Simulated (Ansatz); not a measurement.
# SnC3: the cost of one run

Program: Ansatz 0.2.0. Level of theory: DFT PBE, scalar-relativistic, plane waves, PAW. These are calculated values, not measurements.

## 1. The structure to begin with

Symmetry: P6/mmm, No. 191, hexagonal system. The conventional cell has a = 6.307 Å, b = 6.307 Å, c = 2.874 Å, α = 90.00°, β = 90.00°, γ = 120.00°. Sn (site symmetry -6m2) is surrounded by 6 C at 2.13 Å. C (site symmetry mm2) is surrounded by 2 C at 2.08 Å and 2 Sn at 2.13 Å.

Coordinates:

```xyz
8
Lattice="6.3068 0.0000 0.0000 -3.1534 5.4619 0.0000 0.0000 0.0000 2.8742" Properties=species:S:1:pos:R:3 pbc="T T T"
Sn    0.0000    3.6413    0.0000
Sn    3.1534    1.8206    0.0000
C     4.5094    1.0378    1.4371
C     3.1534    3.3864    1.4371
C     1.7975    1.0378    1.4371
C    -1.3560    4.4241    1.4371
C     0.0000    2.0755    1.4371
C     1.3560    4.4241    1.4371
```

A structure generator made this guess: 4-, 6-connected net, elements by coordination (P6/mmm, No. 191). The dimensions are guesses.

## 2. Probe: one point on a coarse mesh

File input.yaml:

```yaml
crystal:
  lattice:
    - [6.30684558, 0.0, 0.0]
    - [-3.15342279, 5.46188849, 0.0]
    - [0.0, 0.0, 2.87424343]
  atoms:
    - { symbol: Sn, position: [0.33333333, 0.66666667, 0.0] }
    - { symbol: Sn, position: [0.66666667, 0.33333333, 0.0] }
    - { symbol: C, position: [0.8099998, 0.1900002, 0.5] }
    - { symbol: C, position: [0.8099998, 0.6199996, 0.5] }
    - { symbol: C, position: [0.3800004, 0.1900002, 0.5] }
    - { symbol: C, position: [0.1900002, 0.8099998, 0.5] }
    - { symbol: C, position: [0.1900002, 0.3800004, 0.5] }
    - { symbol: C, position: [0.6199996, 0.8099998, 0.5] }
basis:
  ecutwfc: 420
kpoints:
  mp_grid: { grid: [3, 3, 6] }
hamiltonian:
  xc: pbe
scf:
  occupations: { method: gaussian, width: 0.1 }
  lower_state_search: "off"
output:
  forces: true
  stress: true
  eigenvalues: true
```

Run with:

```console
$ ansatz run input.yaml --threads 1 --pin off --max-ram 2560MiB --backend cpu --events-out ev --progress --plain --runs-dir out
```

What time and memory should one allow on 1 thread of Intel Xeon Platinum 8259CL at 2.50GHz (Skylake/Cascade Lake), shared host?

About 2.6 s, with a peak of 0.42 GiB.
